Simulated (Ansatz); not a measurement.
# One shape, several levels: GeH2S (SMILES [SH][GeH])

Wanted: a comparison of 6 runs (HF/STO-3G, CAM-B3LYP/STO-3G, HSE06/STO-3G, UPBE/STO-3G, RPA@PBE/STO-3G, CCSD(T)/STO-3G) of GeH2S. 

The results are computed with Ansatz 0.2.0.

51 further runs of the same task are left out: 3 that didn't finish, 48 set aside as unsound or not needed.

### Step 1. The structure to begin with

GeH2S has 4 atoms, charge 0, and is taken as a singlet. As SMILES, `[SH][GeH]`. The H3–S1 distance was set to 3.355 Å, away from the relaxed value. At this shape a bond of the SMILES string is far longer than usual.

Bond lengths: S1–Ge2 2.225 Å, Ge2–H4 1.595 Å. Angles: S1–Ge2–H4 93.7°.

### Step 2. A single-point energy at HF/STO-3G (run 1)

File input.yaml:

```yaml
crystal:
  periodic: [false, false, false]
  atoms:
    - symbol: S
      position_ang: [-2.277082, -1.561356, -0.477563]
    - symbol: Ge
      position_ang: [-2.675482, 0.378344, -1.492863]
    - symbol: H
      position_ang: [0.779200, -0.962100, 0.771200]
    - symbol: H
      position_ang: [-1.272582, 1.006344, -1.068663]
basis:
  gaussian:
    orbitals: STO-3G
hamiltonian:
  xc: hf
accuracy: high
```

Command:

```sh
$ ansatz run input.yaml --threads 1 --pin off --max-ram 2610MiB --events-out events.jsonl --progress --plain --runs-dir runs
```

Output:

```text
Warning: RAYON_NUM_THREADS=1 ignored (pool sized by the plan → 1); use --threads N
Functional definition: HF
  name "HF"
  exchange = exact_x
  correlation = 0
416 factors; integrals over basis functions are off by at most 1.4e-8 eV
mean field evaluation 1: about -66542.5424 eV, gradient 2.8e1 eV
mean field evaluation 2: about -66542.5598 eV, gradient 2.8e1 eV
mean field evaluation 4: about -66549.6605 eV, gradient 9.8e0 eV
mean field evaluation 8: about -66550.9675 eV, gradient 7.4e-1 eV
mean field evaluation 16: about -66550.9785 eV, gradient 1.4e-8 eV
mean field evaluation 32: about -66530.6726 eV, gradient 2.8e1 eV
mean field -66550.97847593 eV, -2445.7033491172 hartree, gradient 4.8e-8 eV, S^2 0.000000; 0 other end points of the search recorded, 0 dependent functions left out
reference -66550.97847593 eV, -2445.7033491172 hartree; 25, 25 occupied and 4, 4 virtual orbitals, 416 factors
Total energy: -66550.97847593 eV, -2445.7033491172 hartree
```

It took 0.28 s on 1 thread of Arm Neoverse V1, shared host.

### Step 3. The energy at CAM-B3LYP/STO-3G (run 2)

File in.yaml:

```yaml
crystal:
  periodic: [false, false, false]
  atoms:
    - {symbol: S, position_ang: [-2.277082, -1.561356, -0.477563]}
    - {symbol: Ge, position_ang: [-2.675482, 0.378344, -1.492863]}
    - {symbol: H, position_ang: [0.779200, -0.962100, 0.771200]}
    - {symbol: H, position_ang: [-1.272582, 1.006344, -1.068663]}
basis:
  gaussian: {orbitals: STO-3G}
hamiltonian: {xc: {name: CAM-B3LYP}}
accuracy: high
```

Command:

```sh
$ ansatz run in.yaml --threads 1 --pin off --max-ram 2610MiB --events-out events.jsonl --progress --plain --runs-dir runs
```

Output (excerpt; [...] marks lines left out):

```text
Warning: RAYON_NUM_THREADS=1 ignored (pool sized by the plan → 1); use --threads N
Functional definition: CAM-B3LYP
  name "CAM-B3LYP"
[...]
416 factors; integrals over basis functions are off by at most 1.4e-8 eV
142 factors; integrals over basis functions are off by at most 1.3e-9 eV
[...]
mean field -66606.16285595 eV, -2447.7313376773 hartree, gradient 7.9e-8 eV, S^2 0.000000; 0 other end points of the search recorded, 0 dependent functions left out
reference -66606.16287063 eV, -2447.7313382169 hartree; 25, 25 occupied and 4, 4 virtual orbitals, 416 factors
Total energy: -66606.16287063 eV, -2447.7313382169 hartree
```

Wall time 1.8 s (1 thread of Arm Neoverse V1, shared host); peak memory 0.1 GiB.

Runs 3 to 4 aren't shown in full; the table further down has their settings and results.

### Step 4. The energy at RPA@PBE/STO-3G (run 5)

File molecule.yaml:

```yaml
basis:
  gaussian:
    orbitals: STO-3G
crystal:
  periodic: [false, false, false]
  atoms:
    - symbol: S
      position_ang: [-2.277082, -1.561356, -0.477563]
    - symbol: Ge
      position_ang: [-2.675482, 0.378344, -1.492863]
    - symbol: H
      position_ang: [0.779200, -0.962100, 0.771200]
    - symbol: H
      position_ang: [-1.272582, 1.006344, -1.068663]
correlation:
  method: rpa
  frozen_orbitals: {Ge: 9, H: 0, S: 5}
hamiltonian:
  xc: {name: PBE}
accuracy: high
```

Command:

```sh
$ ansatz run molecule.yaml --threads 1 --pin off --max-ram 2610MiB --events-out events.jsonl --progress --plain --runs-dir runs
```

Output (excerpt; [...] marks lines left out):

```text
Warning: RAYON_NUM_THREADS=1 ignored (pool sized by the plan → 1); use --threads N
Functional definition: PBE
  name "PBE"
[...]
416 factors; integrals over basis functions are off by at most 1.4e-8 eV
[...]
mean field -66592.03975755 eV, -2447.2123233842 hartree, gradient 6.4e-8 eV, S^2 0.000000; 9 other end points of the search recorded, 0 dependent functions left out; unrestricted orbitals would lower it
[...]
unrestricted determinant -66557.02994224 eV, -2445.9257364020 hartree, S^2 1.0122
14 core orbitals not correlated: weight in the atoms' cores, before any rotation towards them, 1.000 or more for the frozen orbitals, at most 0.000 for the correlated occupied ones
reference -66547.92098876 eV, -2445.5909885361 hartree; 11, 11 occupied and 4, 4 virtual orbitals, 416 factors
Total energy: -66559.33588451 eV, -2446.0104782175 hartree
```

It took 6.9 s on 1 thread of Arm Neoverse V1, shared host; peak memory 0.11 GiB.

### Step 5. A single-point energy at CCSD(T)/STO-3G (run 6)

File input.yaml:

```yaml
crystal:
  periodic: [false, false, false]
  atoms:
    - {symbol: S, position_ang: [-2.277082, -1.561356, -0.477563]}
    - {symbol: Ge, position_ang: [-2.675482, 0.378344, -1.492863]}
    - {symbol: H, position_ang: [0.779200, -0.962100, 0.771200]}
    - {symbol: H, position_ang: [-1.272582, 1.006344, -1.068663]}
basis:
  gaussian:
    orbitals: STO-3G
accuracy: high
scf:
  omitted_lower_state_checks: [cluster_reference, increment]
magnetization:
  spin_polarized: false
  initial_magnetization: 0
correlation:
  method: ccsd_t
  frozen_orbitals: {Ge: 9, H: 0, S: 5}
```

Command:

```sh
$ ansatz run input.yaml --threads 1 --pin off --max-ram 2610MiB --events-out events.jsonl --progress --plain --runs-dir runs
```

Output:

```text
Warning: RAYON_NUM_THREADS=1 ignored (pool sized by the plan → 1); use --threads N
[... 13 lines left out ...]
14 core orbitals not correlated: weight in the atoms' cores, before any rotation towards them, 1.000 or more for the frozen orbitals, at most 0.000 for the correlated occupied ones
[... 47 lines left out ...]
WARN: these amplitudes may be one of several solutions (largest doubles amplitude 0.87, level shift 13.42 eV)
Total energy: -66559.04213869 eV, -2445.9996832576 hartree
Checks for a lower state left out: cluster_reference, increment
```

It took 0.56 s on 1 thread of Arm Neoverse V1, shared host.

### Step 6. Overview of the runs

| run | level | frozen core orbitals | energy (Eh) | wall time |
| --- | --- | --- | --- | --- |
| 1 | HF/STO-3G | – | -2445.703349 | 0.28 s |
| 2 | CAM-B3LYP/STO-3G | – | -2447.731338 | 1.8 s |
| 3 | HSE06/STO-3G | – | -2447.380273 | 2.2 s |
| 4 | UPBE/STO-3G | – | -2447.263249 | 6 s |
| 5 | RPA@PBE/STO-3G | 14 | -2446.010478 | 6.9 s |
| 6 | CCSD(T)/STO-3G | 14 | -2445.999683 | 0.56 s |

### Step 7. Outcome

```
                                           quantity           value
                                run 6: total energy  -2445.99968 Eh
run 6: correlation energy (14 core orbitals frozen)      -296.3 mEh
                              run 6: (T) correction      -12.10 mEh
                               run 6: T1 diagnostic           0.039
```

**Reading.** Totals of different functionals can't be ranked against each other. In run 6 the T1 diagnostic is large, so a single reference may not serve. In runs 5, 6 the log says that unrestricted orbitals would lower the reference, so the values rest on an unstable closed-shell determinant (other closed-shell runs at this shape may share the fault). In runs 1, 2, 3, 4, 5, 6 the basis is minimal, so the values are rough. In runs 1, 2, 3, 5, 6 a closed-shell determinant meets a far-stretched bond, which it describes badly. Spin contamination of the reference: run 4 ⟨S²⟩ = 1.00. Where it is this large, the reference is a mixture of spin states, and values that rest on it are in doubt. All runs together took 18 s, the longest 6.9 s.
